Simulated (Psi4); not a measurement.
**A workflow on SiBr4 (tetrabromosilane)**

Wanted: a geometry optimisation (singlet SiBr4, wB97X-D/def2-SVPD), then a single-point energy (doublet [SiBr4]+, U-wB97X-D/def2-SVPD), then the energy (doublet [SiBr4]−, U-wB97X-D/def2-SVPD) of Br4Si. 

The results are computed with Psi4 1.11.

## Step 1: The molecule

SiBr4 has 5 atoms, charge 0, and is taken as a singlet. As SMILES, `Br[Si](Br)(Br)Br`. Geometry: relaxed at PBE0-D4/def2-TZVP. The run starts from this shape.

Bond lengths: Br1–Si2 2.194 Å, Si2–Br3 2.194 Å, Si2–Br4 2.194 Å, Si2–Br5 2.194 Å. Angles: Br1–Si2–Br3 109.5°, Br1–Si2–Br4 109.5°, Br1–Si2–Br5 109.5°, Br3–Si2–Br4 109.5°, Br3–Si2–Br5 109.5°, Br4–Si2–Br5 109.5°.

## Step 2: A geometry optimisation at wB97X-D/def2-SVPD (density fitting) (run 1)

Input file br4si.xyz:

```xyz
5
Br4Si
Br    -1.198810     0.110360     1.834030
Si     0.000020     0.000000    -0.000090
Br     1.838650    -1.129930     0.395130
Br    -1.155230    -1.008380    -1.569210
Br     0.515360     2.027940    -0.659870
```

Input file run.py:

```python
import psi4

psi4.set_memory(1600000000)
psi4.set_num_threads(1)
psi4.set_output_file('psi4.out', False)

with open('br4si.xyz') as f:
    atoms = ''.join(f.readlines()[2:])
geom = psi4.geometry('0 1\n' + atoms + 'symmetry c1')

energy_value, wavefunction = psi4.optimize("wb97x-d/def2-SVPD", molecule=geom, return_wfn=True)
print('E =', round(energy_value, 9))
print(geom.to_string(dtype='xyz', units='Angstrom'))
```

Run with:

```bash
$ python run.py
```

psi4.out:

```text
Psi4 1.11 release

gradient() will perform analytic gradient computation.

   => Loading Basis Set <=

    Name: DEF2-SVPD
    Role: ORBITAL
    Keyword: BASIS

   => WB97X-D: Empirical Dispersion <=

    Chai and Head-Gordon Dispersion Correction

        s6 =       1.000000

         ---------------------------------------------------------
                                   SCF
                              RKS Reference
                        1 Threads,   1525 MiB Core
         ---------------------------------------------------------

  ==> Geometry <==

    Molecular point group: c1
    Full point group: C1

    Geometry (in Angstrom), charge = 0, multiplicity = 1:

       Center              X                  Y                   Z               Mass
    ------------   -----------------  -----------------  -----------------  -----------------
         BR          -1.198804738804     0.110362296472     1.834018955214    78.918337600000
         SI           0.000025261196     0.000002296472    -0.000101044786    27.976926534650
         BR           1.838655261196    -1.129927703528     0.395118955214    78.918337600000
         BR          -1.155224738804    -1.008377703528    -1.569221044786    78.918337600000
         BR           0.515365261196     2.027942296472    -0.659881044786    78.918337600000

  Running in c1 symmetry.

  Rotational constants: A =      0.01664  B =      0.01664  C =      0.01664 [cm^-1]
  Rotational constants: A =    498.92247  B =    498.90523  C =    498.86915 [MHz]
  Nuclear repulsion = 1558.359643080856358

  Charge       = 0
  Multiplicity = 1
  Electrons    = 154
  Nalpha       = 77
  Nbeta        = 77

  ==> Algorithm <==

  SCF Algorithm Type is DF.
  DIIS enabled.
  MOM disabled.
  Fractional occupation disabled.
  Guess Type is SAD.
  Energy threshold   = 1.00e-08
  Density threshold  = 1.00e-08
  Integral threshold = 1.00e-12

  ==> Primary Basis <==

  Basis Set: DEF2-SVPD
    Blend: DEF2-SVPD
    Number of shells: 70
    Number of basis functions: 188
    Number of Cartesian functions: 206
    Spherical Harmonics?: true
    Max angular momentum: 2

  ==> DFT Potential <==

   => LibXC <=

    Version 7.1.2

   => Composite Functional: WB97X-D <=

    wB97X-D Hyb-GGA Exchange-Correlation Functional

    Deriv               =              1
    GGA                 =           TRUE
    Meta                =          FALSE

    Exchange Hybrid     =           TRUE
    MP2 Hybrid          =          FALSE

   => Exchange-Correlation Functionals <=

    1.0000   wB97X-D range-separated functional

   => Exact (HF) Exchange <=

    0.7780            HF,LR [omega = 0.2000]
    0.2220               HF

   => LibXC Density Thresholds  <==

    XC_HYB_GGA_XC_WB97X_D:  1.00E-14

   => Molecular Quadrature <=

    Radial Scheme          =       TREUTLER
    Pruning Scheme         =           NONE
    Nuclear Scheme         =       TREUTLER

    Blocking Scheme        =         OCTREE
    BS radius alpha        =              1
    Pruning alpha          =              1
    Radial Points          =             75
    Spherical Points       =            302
    Total Points           =         107662
    Total Blocks           =            927
    Max Points             =            256
    Max Functions          =            153
    Weights Tolerance      =       1.00E-15

   => Loading Basis Set <=

    Name: (DEF2-SVPD AUX)
    Role: JKFIT
    Keyword: DF_BASIS_SCF

  ==> Integral Setup <==

  DFHelper Memory: AOs need 0.853 GiB; user supplied 0.853 GiB.
  SCF_SUBTYPE=INCORE selected. In-core MEM_DF algorithm will be used.
  Using in-core AOs.

  ==> MemDFJK: Density-Fitted J/K Matrices <==

    J tasked:                   Yes
    K tasked:                   Yes
    wK tasked:                  Yes
    Omega:                2.000E-01
    Memory [MiB]:               873
    Algorithm:                 Core
    Schwarz Cutoff:           1E-12
    Mask sparsity (%):      11.4814
    Fitting Condition:        1E-10

   => Auxiliary Basis Set <=

  Basis Set: (DEF2-SVPD AUX)
    Blend: DEF2-UNIVERSAL-JKFIT
    Number of shells: 278
    Number of basis functions: 1192
    Number of Cartesian functions: 1639
    Spherical Harmonics?: true
    Max angular momentum: 5

  Cached 50.1% of DFT collocation blocks in 0.189 [GiB].

  Minimum eigenvalue in the overlap matrix is 2.1304817576E-04.
  Reciprocal condition number of the overlap matrix is 2.6890358836E-05.
    Using symmetric orthogonalization.

  ==> Pre-Iterations <==

  SCF Guess: Superposition of Atomic Densities via on-the-fly atomic UHF (no occupation information).

   -------------------------
    Irrep   Nso     Nmo
   -------------------------
     A        188     188
   -------------------------
    Total     188     188
   -------------------------

  ==> Iterations <==

                           Total Energy        Delta E     RMS |[F,P]|

[... 1 line left out ...]
   @DF-RKS iter   1: -10584.12867407167869   -4.58312e+00   1.39531e-02 DIIS/ADIIS
[... 1 line left out ...]
   @DF-RKS iter   3: -10585.19104307746602   -7.16088e-01   7.84691e-04 DIIS/ADIIS
[... 1 line left out ...]
   @DF-RKS iter   5: -10585.20448909228980   -9.47342e-04   1.13246e-05 DIIS
[... 1 line left out ...]
   @DF-RKS iter   7: -10585.20449524793003   -3.92183e-07   4.75852e-07 DIIS
[... 1 line left out ...]
   @DF-RKS iter   9: -10585.20449526133416   -3.83807e-10   1.48530e-08 DIIS
[... 1 line left out ...]
  Energy and wave function converged.
[... 31 lines left out ...]
  @DF-RKS Final Energy: -10585.20449526134507
[... 4 lines left out ...]
    One-Electron Energy =              -17840.2096338747869595
[... 1 line left out ...]
    DFT Exchange-Correlation Energy =    -289.2411442613704935
[... 1 line left out ...]
    VV10 Nonlocal Energy =                  0.0000000000000000
[... 15 lines left out ...]
 Dipole X            :         -0.0000395            0.0000760            0.0000365
[... 1 line left out ...]
 Dipole Z            :          0.0002881           -0.0003041           -0.0000160
[... 152 lines left out ...]
	                                 ==> Convergence Check <==
[... 6 lines left out ...]
	   Step    Total Energy     Delta E     Max Force     RMS Force      Max Disp      RMS Disp   ~
[... 140 lines left out ...]
    Weights Tolerance      =       1.00E-15
[... 65 lines left out ...]
   @DF-RKS iter   0: -10585.19128893792549   -1.05852e+04   2.65084e-04
[... 1 line left out ...]
   @DF-RKS iter   2: -10585.20455312218473    2.70409e-06   4.17134e-05 DIIS
[... 1 line left out ...]
   @DF-RKS iter   4: -10585.20459062745795   -1.08928e-07   1.02873e-06 DIIS
[... 1 line left out ...]
   @DF-RKS iter   6: -10585.20459064790521   -2.00635e-09   3.29598e-08 DIIS
[... 1 line left out ...]
  Energy and wave function converged.
[... 31 lines left out ...]
  @DF-RKS Final Energy: -10585.20459064799616
[... 4 lines left out ...]
    One-Electron Energy =              -17826.4901636590657290
[... 1 line left out ...]
    DFT Exchange-Correlation Energy =    -289.2318896125111110
[... 1 line left out ...]
    VV10 Nonlocal Energy =                  0.0000000000000000
[... 15 lines left out ...]
 Dipole X            :         -0.0000923            0.0000744           -0.0000180
[... 1 line left out ...]
 Dipole Z            :          0.0000466           -0.0003666           -0.0003200
[... 2 lines left out ...]
 ------------------------------------------------------------------------------------

	total time  =         35 seconds =       0.58 minutes

         ------------------------------------------------------------
                                   SCF GRAD
         ------------------------------------------------------------

  ==> Geometry <==

    Molecular point group: c1
    Full point group: C1

    Geometry (in Angstrom), charge = 0, multiplicity = 1:

       Center              X                  Y                   Z               Mass
    ------------   -----------------  -----------------  -----------------  -----------------
         BR          -1.204055417466     0.111142338595     1.842166309314    78.918337600000
         SI           0.000024709402    -0.000018195216    -0.000121842521    27.976926534650
         BR           1.846700906492    -1.135120064808     0.396703711944    78.918337600000
         BR          -1.160090348650    -1.012950830989    -1.576214329160    78.918337600000
         BR           0.517436100024     2.036935007492    -0.662612498344    78.918337600000

  Nuclear repulsion = 1551.516441391883063

  ==> Basis Set <==

  Basis Set: DEF2-SVPD
    Blend: DEF2-SVPD
    Number of shells: 70
    Number of basis functions: 188
    Number of Cartesian functions: 206
    Spherical Harmonics?: true
    Max angular momentum: 2

  ==> DFJKGrad: Density-Fitted SCF Gradients <==

    Gradient:                    1
    J tasked:                  Yes
    K tasked:                  Yes
    wK tasked:                 Yes
    Omega:               2.000E-01
    Integrals threads:           1
    Memory [MiB]:             1144
    Schwarz Cutoff:          1E-12
    Fitting Condition:       1E-10

   => Auxiliary Basis Set <=

  Basis Set: (DEF2-SVPD AUX)
    Blend: DEF2-UNIVERSAL-JKFIT
    Number of shells: 278
    Number of basis functions: 1192
    Number of Cartesian functions: 1639
    Spherical Harmonics?: true
    Max angular momentum: 5

  ==> DFT Potential <==

   => LibXC <=

    Version 7.1.2

   => Composite Functional: WB97X-D <=

    wB97X-D Hyb-GGA Exchange-Correlation Functional

    Deriv               =              1
    GGA                 =           TRUE
    Meta                =          FALSE

    Exchange Hybrid     =           TRUE
    MP2 Hybrid          =          FALSE

   => Exchange-Correlation Functionals <=

    1.0000   wB97X-D range-separated functional

   => Exact (HF) Exchange <=

    0.7780            HF,LR [omega = 0.2000]
    0.2220               HF

   => LibXC Density Thresholds  <==

    XC_HYB_GGA_XC_WB97X_D:  1.00E-14

   => Molecular Quadrature <=

    Radial Scheme          =       TREUTLER
    Pruning Scheme         =           NONE
    Nuclear Scheme         =       TREUTLER

    Blocking Scheme        =         OCTREE
    BS radius alpha        =              1
    Pruning alpha          =              1
    Radial Points          =             75
    Spherical Points       =            302
    Total Points           =         107863
    Total Blocks           =            933
    Max Points             =            256
    Max Functions          =            153
    Weights Tolerance      =       1.00E-15

  -Total Gradient:
     Atom            X                  Y                   Z
    ------   -----------------  -----------------  -----------------
       1       -0.000034259988     0.000011592741     0.000068126166
       2       -0.000044783475     0.000001952857    -0.000027269013
       3        0.000041529823    -0.000033590647     0.000040936893
       4       -0.000035209027    -0.000004428967    -0.000049211081
       5        0.000026970198     0.000077714865     0.000006897412

	total time  =         23 seconds =       0.38 minutes

    			-----------------------------------------

    			 OPTKING 3.0: for geometry optimizations

    			        with contributions from

    			-----------------------------------------

	                            ===> Fragment 1 <==

	 Z (Atomic Numbers)          Masses                          Geom
	      35.000000            78.918338         -2.27533498  0.21002858  3.48118980
	      14.000000            27.976927          0.00004669 -0.00003438 -0.00023025
	      35.000000            78.918338          3.48975895 -2.14506604  0.74966137
	      35.000000            78.918338         -2.19225304 -1.91419965 -2.97861340
	      35.000000            78.918338          0.97781252  3.84924930 -1.25215615

	 - Coordinate -           - BOHR/RAD -       - ANG/DEG -
	 R(1,2)           =         4.164346           2.203677
	 R(2,3)           =         4.164323           2.203665
	 R(2,4)           =         4.164249           2.203626
[... 18 lines of this table left out ...]
	 O(5,2,3,4)       =         0.955024          54.718839

	        --- Internal Coordinate Step in ANG or DEG, aJ/ANG or AJ/DEG ---
	-------------------------------------------------------------------------------
	           Coordinate      Previous         Force          Change          New
	           ----------      --------        ------          ------        ------
	               R(1,2)       2.20368       -0.00053       -0.00017       2.20351
	               R(2,3)       2.20367       -0.00059       -0.00019       2.20347
	               R(2,4)       2.20363       -0.00051       -0.00016       2.20346
[... 18 lines of this table left out ...]
	           O(5,2,3,4)      54.71884        0.00000        0.00265      54.72149
	-------------------------------------------------------------------------------

	                                 ==> Convergence Check <==

	Measures of convergence in internal coordinates in au.

	Criteria marked as inactive (o), active & met (*), and active & unmet ( ).

	----------------------------------------------------------------------------------------------
	   Step    Total Energy     Delta E     Max Force     RMS Force      Max Disp      RMS Disp
	----------------------------------------------------------------------------------------------
	  Convergence Criteria     1.00e-06 *    3.00e-04 *             o    1.20e-03 *             o
	----------------------------------------------------------------------------------------------
	     2  -10585.20459065   -9.54e-05      7.12e-05 *    3.00e-05 o    3.60e-04 *    1.74e-04 o  ~
	----------------------------------------------------------------------------------------------

Next Geometry in Ang
	Fragment 1 (Ang)

	   Br  -1.2040987125   0.1111479952   1.8419664545
	   Si   0.0000870106  -0.0000054894  -0.0000480909
	   Br   1.8466143344  -1.1350549814   0.3965624496
	   Br  -1.1599866027  -1.0128581170  -1.5759927091
	   Br   0.5173999200   2.0367588476  -0.6625667529

    Final optimized geometry and variables:
    Molecular point group: c1
    Full point group: C1

    Geometry (in Angstrom), charge = 0, multiplicity = 1:

    BR          -1.204055417466     0.111142338595     1.842166309314
    SI           0.000024709402    -0.000018195216    -0.000121842521
    BR           1.846700906492    -1.135120064808     0.396703711944
    BR          -1.160090348650    -1.012950830989    -1.576214329160
    BR           0.517436100024     2.036935007492    -0.662612498344
```

On the terminal:

```text
Optimizer: Optimization complete!
E = -10585.204590648
5
0 1 Br4Si
Br                   -1.204055417466     0.111142338595     1.842166309314
Si                    0.000024709402    -0.000018195216    -0.000121842521
Br                    1.846700906492    -1.135120064808     0.396703711944
Br                   -1.160090348650    -1.012950830989    -1.576214329160
Br                    0.517436100024     2.036935007492    -0.662612498344
```

It took 2.2 min on 1 thread of AMD EPYC 7R43 (Zen 3), shared host; peak memory 1.5 GiB.

After the run. Bond lengths: Br1–Si2 2.204 Å, Si2–Br3 2.204 Å, Si2–Br4 2.204 Å, Si2–Br5 2.204 Å. Angles: Br1–Si2–Br3 109.5°, Br1–Si2–Br4 109.5°, Br1–Si2–Br5 109.5°, Br3–Si2–Br4 109.5°, Br3–Si2–Br5 109.5°, Br4–Si2–Br5 109.5°.

## Step 3: The doublet cation: a single-point energy at U-wB97X-D/def2-SVPD (density fitting) (run 2)

Input file job.in:

```
memory 1600 mb

molecule mol {
  1 2
  Br    -1.204061     0.111140     1.842177
  Si     0.000019    -0.000020    -0.000111
  Br     1.846696    -1.135122     0.396715
  Br    -1.160096    -1.012953    -1.576203
  Br     0.517431     2.036933    -0.662601
  symmetry c1
}

set globals {
  reference uks
}

energy_value = energy("wb97x-d/def2-SVPD")
print_variables()
```

Run with:

```bash
$ psi4 -n 1 job.in job.out
```

job.out, shortened:

```text
[...]
  Running in c1 symmetry.
[...]
  Nuclear repulsion = 1551.516415977099086
[...]
  Multiplicity = 2
[...]
  Nalpha       = 77
  Nbeta        = 76
[...]
    Number of basis functions: 188
[...]
   @DF-UKS iter   1: -10583.81120626223856   -4.30741e+00   1.36578e-02 DIIS/ADIIS
[...]
   @DF-UKS iter  34: -10584.80590416482300    4.08270e-07   9.88783e-07 DIIS
[...]
   @S^2 Observed:                7.575165447E-01
[...]
  @DF-UKS Final Energy: -10584.80590416482300
   => Energetics <=
    Nuclear Repulsion Energy =           1551.5164159770990864
    One-Electron Energy =              -17796.0387838296737755
    Two-Electron Energy =                5948.7638256859536341
    DFT Exchange-Correlation Energy =    -289.0447679605030658
    Empirical Dispersion Energy =          -0.0025940377006937
    VV10 Nonlocal Energy =                  0.0000000000000000
    Total Energy =                     -10584.8059041648230050
[...]
 Multipole Moments:
 ------------------------------------------------------------------------------------
     Multipole            Electronic (a.u.)      Nuclear  (a.u.)        Total (a.u.)
 ------------------------------------------------------------------------------------
 L = 1.  Multiply by 2.5417464519 to convert [e a0] to [Debye]
 Dipole X            :          0.0040784            0.0000732            0.0041516
 Dipole Y            :          0.4461615           -0.0000539            0.4461076
 Dipole Z            :          0.3522991           -0.0003676            0.3519314
 Magnitude           :                                                    0.5682296
[...]
```

Run time: 3.1 min. Hardware: 1 thread of AMD EPYC 7R43 (Zen 3), shared host; peak memory 1.5 GiB.

## Step 4: The doublet anion: the energy at U-wB97X-D/def2-SVPD (density fitting) (run 4)

Input file br4si.inp:

```
memory 1600 MB

molecule {
  -1 2
  Br    -2.27534553     0.21002416     3.48121000
  Si     0.00003590    -0.00003779    -0.00020976
  Br     3.48974968    -2.14506970     0.74968270
  Br    -2.19226372    -1.91420375    -2.97859199
  Br     0.97780288     3.84924550    -1.25213442
  units bohr
  symmetry c1
}

set reference uks

E, wfn = energy('wb97x-d/def2-SVPD', return_wfn=True)
```

Run with:

```bash
$ psi4 -n 1 br4si.inp br4si.out
```

br4si.out, shortened:

```text
[...]
  Running in c1 symmetry.
[...]
  Nuclear repulsion = 1551.516416218871200
[...]
  Multiplicity = 2
[...]
  Nalpha       = 78
  Nbeta        = 77
[...]
    Number of basis functions: 188
[...]
   @DF-UKS iter   1: -10584.08450683049523   -4.58071e+00   1.41134e-02 DIIS/ADIIS
[...]
   @DF-UKS iter   8: -10585.21372462325235   -2.31996e-07   3.46657e-07 DIIS
[...]
   @S^2 Observed:                7.525063712E-01
[...]
  @DF-UKS Final Energy: -10585.21372462325235
   => Energetics <=
    Nuclear Repulsion Energy =           1551.5164162188711998
    One-Electron Energy =              -17854.5405033318165806
    Two-Electron Energy =                6007.2098047275812860
    DFT Exchange-Correlation Energy =    -289.3968482001868097
    Empirical Dispersion Energy =          -0.0025940376991522
    VV10 Nonlocal Energy =                  0.0000000000000000
    Total Energy =                     -10585.2137246232523466
[...]
 Multipole Moments:
 ------------------------------------------------------------------------------------
     Multipole            Electronic (a.u.)      Nuclear  (a.u.)        Total (a.u.)
 ------------------------------------------------------------------------------------
 L = 1.  Multiply by 2.5417464519 to convert [e a0] to [Debye]
 Dipole X            :         -0.0002697            0.0000732           -0.0001965
 Dipole Y            :          0.0003584           -0.0000539            0.0003045
 Dipole Z            :          0.0003577           -0.0003676           -0.0000099
 Magnitude           :                                                    0.0003625
[...]
```

Wall time 63 s (1 thread of AMD EPYC 7R43 (Zen 3), shared host); peak memory 1.5 GiB.

## Step 5: Summary of results

```
                                          quantity            value
 run 1, wB97X-D/def2-SVPD: total energy at the end  -10585.20459 Eh
           run 1, wB97X-D/def2-SVPD: dipole moment           0.00 D
             run 1, wB97X-D/def2-SVPD: HOMO energy        -10.59 eV
             run 1, wB97X-D/def2-SVPD: LUMO energy         -0.28 eV
           run 1, wB97X-D/def2-SVPD: HOMO–LUMO gap         10.31 eV
       run 1, wB97X-D/def2-SVPD: dispersion energy     -6.81 kJ/mol
                      doublet cation: total energy  -10584.80590 Eh
doublet cation: HOMO energy (highest over α and β)        -15.11 eV
 doublet cation: LUMO energy (lowest over α and β)        -11.11 eV
                 doublet cation: dispersion energy     -6.81 kJ/mol
                              doublet cation: ⟨S²⟩            0.758
                       doublet anion: total energy  -10585.21372 Eh
 doublet anion: HOMO energy (highest over α and β)         -0.22 eV
  doublet anion: LUMO energy (lowest over α and β)          4.32 eV
                  doublet anion: dispersion energy     -6.81 kJ/mol
                               doublet anion: ⟨S²⟩            0.753
```

What this shows: The optimisation (run 1, wB97X-D/def2-SVPD) took 2 steps and changed the energy by -0.003 eV.
